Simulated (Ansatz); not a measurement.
**Trimethylantimony (C3H9Sb): up Jacob's ladder to CCSD(T)**

The task here is to estimate one member of a computed series from the others.

Method: functionals in def2-TZVPP, the program's frozen cores in correlated methods; program: Ansatz 0.2.0, Gaussian basis.

Plan: LDA (SPW92), PBE-D4, revPBE-D4, BLYP-D4, r2SCAN-D4, B97M-V, PBE0-D4, B3LYP-D4, r2SCANh-D4, r2SCAN0-D4, HSE06-D4, BHLYP-D4, CAM-B3LYP-D4, LC-ωPBE, ωB97X-V, ωB97M-V, B2PLYP, PBE-QIDH; CCSD(T)/def2-SVP; CCSD(T)/def2-TZVPP; MP2/def2-QZVPP; extrapolation to the limit; RPA on PBE.

**The geometry**

The geometry comes from an earlier relaxation with PBE0-D4 in a triple-zeta def2 set; it is a stationary point, not always the lowest conformer. Sb takes the def2 core potential; no spin-orbit term is included.

SMILES `[CH3][Sb]([CH3])[CH3]`, 13 atoms, charge 0, spin multiplicity 1.

Atoms are counted from 1 here; the program's logs count them from 0.

Bond lengths: C1–Sb2 2.157 Å, C1–H5 1.091 Å, C1–H6 1.091 Å, C1–H7 1.091 Å, Sb2–C3 2.157 Å, Sb2–C4 2.157 Å, C3–H8 1.091 Å, C3–H9 1.091 Å, C3–H10 1.091 Å, C4–H11 1.091 Å, C4–H12 1.091 Å, C4–H13 1.091 Å. Angles: Sb2–C1–H5 109.7°, Sb2–C1–H6 110.0°, Sb2–C1–H7 109.7°, H5–C1–H6 109.4°, H5–C1–H7 108.6°, H6–C1–H7 109.4°, C1–Sb2–C3 94.6°, C1–Sb2–C4 94.6°, C3–Sb2–C4 94.6°, Sb2–C3–H8 110.0°, Sb2–C3–H9 109.7°, Sb2–C3–H10 109.7°, H8–C3–H9 109.4°, H8–C3–H10 109.4°, H9–C3–H10 108.6°, Sb2–C4–H11 109.7°, Sb2–C4–H12 109.7°, Sb2–C4–H13 110.0° and more.

The first run:

Input file in.yaml:

```yaml
crystal:
  periodic: [false, false, false]
  atoms:
    - {symbol: C, position_ang: [-0.618315, 1.607866, -0.610353]}
    - {symbol: Sb, position_ang: [0.663605, -0.087150, -0.979955]}
    - {symbol: C, position_ang: [1.540202, -0.073392, 0.990925]}
    - {symbol: C, position_ang: [-0.841675, -1.552101, -0.488992]}
    - {symbol: H, position_ang: [-0.022609, 2.521221, -0.584815]}
    - {symbol: H, position_ang: [-1.133639, 1.485004, 0.343306]}
    - {symbol: H, position_ang: [-1.354152, 1.694234, -1.410866]}
    - {symbol: H, position_ang: [0.757846, 0.009901, 1.746637]}
    - {symbol: H, position_ang: [2.101124, -0.995110, 1.150751]}
    - {symbol: H, position_ang: [2.224258, 0.771136, 1.083559]}
    - {symbol: H, position_ang: [-0.379942, -2.535345, -0.390123]}
    - {symbol: H, position_ang: [-1.586405, -1.595467, -1.284752]}
    - {symbol: H, position_ang: [-1.329799, -1.285397, 0.449477]}
basis:
  gaussian: {orbitals: def2-TZVPP}
hamiltonian: {xc: lda}
output: {orbitals: {seedname: orbitals}}
```

Command:

```console
$ ansatz run in.yaml --threads 4 --pin off --events-out ev --progress --plain --max-ram 10444MiB
```

Steps of the session up to this table: LDA; PBE-D4 (GGA); revPBE-D4 (GGA); BLYP-D4 (GGA); r2SCAN-D4 (meta-GGA); B97M-V (meta-GGA); PBE0-D4 (hybrid); B3LYP-D4 (hybrid); r2SCANh-D4 (hybrid); r2SCAN0-D4 (hybrid); HSE06-D4 (hybrid); BHLYP-D4 (hybrid); CAM-B3LYP-D4 (range-separated); LC-ωPBE (range-separated); ωB97X-V (range-separated); ωB97M-V (range-separated); B2PLYP (double hybrid); PBE-QIDH (double hybrid).

One of the session's tables, all rows but one given; the rest of the session is left out.

It belongs to the step «Orbital energies across the functionals». 

| functional | HOMO (eV) | LUMO (eV) | gap (eV) |
| --- | --- | --- | --- |
| LDA (SPW92) | -5.58 | -0.60 | 4.97 |
| PBE-D4 | -5.43 | -0.44 | 4.98 |
| revPBE-D4 | -5.37 | -0.36 | 5.01 |
| BLYP-D4 | -5.32 | -0.39 | 4.93 |
| r2SCAN-D4 | -5.64 | -0.12 | 5.52 |
| B97M-V | -5.62 | -0.34 | 5.28 |
| PBE0-D4 | -6.41 | 0.29 | 6.70 |
| B3LYP-D4 | -6.26 | 0.03 | 6.29 |
| r2SCANh-D4 | -6.00 | 0.13 | 6.14 |
| r2SCAN0-D4 | -6.55 | 0.50 | 7.05 |
| HSE06-D4 | ? | ? | ? |
| BHLYP-D4 | -7.30 | 0.95 | 8.26 |
| CAM-B3LYP-D4 | -7.66 | 1.12 | 8.78 |
| LC-ωPBE | -8.88 | 2.24 | 11.11 |
| ωB97X-V | -8.58 | 2.07 | 10.65 |
| ωB97M-V | -8.50 | 1.76 | 10.26 |

Q: Estimate the row for HSE06-D4 from the others.

As computed: HOMO (eV): -6.02; LUMO (eV): -0.08; gap (eV): 5.95. In the column «HOMO (eV)» it lies between B3LYP-D4 (-6.26) and r2SCANh-D4 (-6.00).
